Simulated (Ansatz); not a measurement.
# C₃H₅AlS: one species, many methods

The task here is to estimate one member of a computed series from the others.

The runs use Ansatz 0.2.0, Gaussian basis; functionals in def2-TZVPP, the program's frozen cores in correlated methods.

Levels to be run: LDA (SPW92), PBE-D4, revPBE-D4, BLYP-D4, r2SCAN-D4, B97M-V, PBE0-D4, B3LYP-D4, r2SCANh-D4, r2SCAN0-D4, HSE06-D4, BHLYP-D4, CAM-B3LYP-D4, LC-ωPBE, ωB97X-V, ωB97M-V, B2PLYP, PBE-QIDH; CCSD(T)/def2-SVP; CCSD(T)/def2-TZVPP; MP2/def2-QZVPP; extrapolation to the limit; RPA on PBE.

## The relaxed structure

All runs share one geometry, relaxed beforehand with PBE0-D4 in a triple-zeta def2 set.

SMILES `S[CH2][Al]1[CH]=[CH]1`, 10 atoms, charge 0, spin multiplicity 1.

Atoms are counted from 1 here; the program's logs count them from 0.

Bond lengths: S1–C2 1.846 Å, S1–H6 1.345 Å, C2–Al3 1.932 Å, C2–H7 1.087 Å, C2–H8 1.091 Å, Al3–C4 1.855 Å, Al3–C5 1.853 Å, C4–C5 1.366 Å, C4–H9 1.089 Å, C5–H10 1.089 Å. Angles: C2–S1–H6 97.3°, S1–C2–Al3 90.8°, S1–C2–H7 111.4°, S1–C2–H8 104.7°, Al3–C2–H7 124.1°, Al3–C2–H8 113.7°, H7–C2–H8 109.1°, C2–Al3–C4 156.5°, C2–Al3–C5 160.2°, C4–Al3–C5 43.2°, Al3–C4–C5 68.3°, Al3–C4–H9 164.6°, C5–C4–H9 127.2°, Al3–C5–C4 68.5°, Al3–C5–H10 164.0°, C4–C5–H10 127.5°.

The first run:

Contents of in.yaml:

```yaml
crystal:
  periodic: [false, false, false]
  atoms:
    - {symbol: S, position_ang: [-1.587400, -1.498429, -0.867195]}
    - {symbol: C, position_ang: [-0.082594, -1.795072, 0.159240]}
    - {symbol: Al, position_ang: [0.386362, 0.076412, 0.060874]}
    - {symbol: C, position_ang: [0.326655, 1.872524, 0.522708]}
    - {symbol: C, position_ang: [1.199809, 1.642679, -0.502743]}
    - {symbol: H, position_ang: [-2.284426, -0.801107, 0.047086]}
    - {symbol: H, position_ang: [-0.328962, -2.314471, 1.082159]}
    - {symbol: H, position_ang: [0.549799, -2.437536, -0.454819]}
    - {symbol: H, position_ang: [0.094357, 2.829974, 0.986986]}
    - {symbol: H, position_ang: [1.809499, 2.373825, -1.031295]}
basis:
  gaussian: {orbitals: def2-TZVPP}
hamiltonian: {xc: lda}
output: {orbitals: {seedname: orbitals}}
```

The run is started by

```bash
> ansatz run in.yaml --threads 4 --pin off --events-out ev --progress --plain --max-ram 10444MiB
```

Steps of the session up to this table: LDA; PBE-D4 (GGA); revPBE-D4 (GGA); BLYP-D4 (GGA); r2SCAN-D4 (meta-GGA); B97M-V (meta-GGA); PBE0-D4 (hybrid); B3LYP-D4 (hybrid); r2SCANh-D4 (hybrid); r2SCAN0-D4 (hybrid); HSE06-D4 (hybrid); BHLYP-D4 (hybrid); CAM-B3LYP-D4 (range-separated); LC-ωPBE (range-separated); ωB97X-V (range-separated); ωB97M-V (range-separated); B2PLYP (double hybrid); PBE-QIDH (double hybrid).

One of the session's tables, all rows but one given; the rest of the session is left out.

It belongs to the step «Frontier levels by functional». 

```
  functional  HOMO (eV)  gap (eV)
 LDA (SPW92)      -5.18      3.47
      PBE-D4          ?         ?
   revPBE-D4      -5.02      3.59
     BLYP-D4      -4.95      3.53
   r2SCAN-D4      -5.28      4.07
      B97M-V      -5.34      4.01
     PBE0-D4      -6.23      5.57
    B3LYP-D4      -6.04      5.14
  r2SCANh-D4      -5.71      4.80
  r2SCAN0-D4      -6.37      5.89
    HSE06-D4      -5.83      4.79
    BHLYP-D4      -7.34      7.47
CAM-B3LYP-D4      -7.57      7.86
     LC-ωPBE      -8.89     10.34
     ωB97X-V      -8.57      9.85
     ωB97M-V      -8.40      9.37
```

Estimate the missing values for PBE-D4.

**Answer.** HOMO (eV): -5.07; gap (eV): 3.55. In the column «HOMO (eV)» it lies between LDA (SPW92) (-5.18) and revPBE-D4 (-5.02).
